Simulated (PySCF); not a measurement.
# Br6Cu ([CuBr6]3-): the cost of one run

Programs: PySCF 2.14.0, with routines of our own; each step states its level. All values are computed. Atoms count from 0.

## Step 1: The starting structure

7 atoms, charge -3, states of the metal's open shell are computed; geometry from: model geometry, bond lengths from ionic radii.

## Step 2: Ligand-field states: state-averaged CASSCF in water

What the job is given:

```
{"job": {"kind": "lf", "basis": {"metal": "x2c-TZVPall", "ligand": "x2c-SVPall"}, "nevpt": true, "solvent": "water"}, "charge": -3, "metal": "Cu", "open_shell": "d8"}
Cu     0.000000     0.000000     0.000000
Br     0.000000     0.000000     2.400000
Br     0.000000     0.000000    -2.400000
Br     2.400000     0.000000     0.000000
Br    -2.400000     0.000000     0.000000
Br     0.000000     2.400000     0.000000
Br    -0.000000    -2.400000     0.000000
```

Method: state-averaged CASSCF of the metal d shell, SC-NEVPT2 on the averaged canonical orbitals, state-interaction spin-orbit coupling.

Run with:

```sh
$ OMP_NUM_THREADS=1 python lf_run.py task.json out
```

The driver reads the jobs from task.json and runs them one after another.

Q: Estimate the wall time and peak memory of this first job on 1 thread of Arm Neoverse V1, shared host.

About 92 s, with a peak of 0.84 GiB.
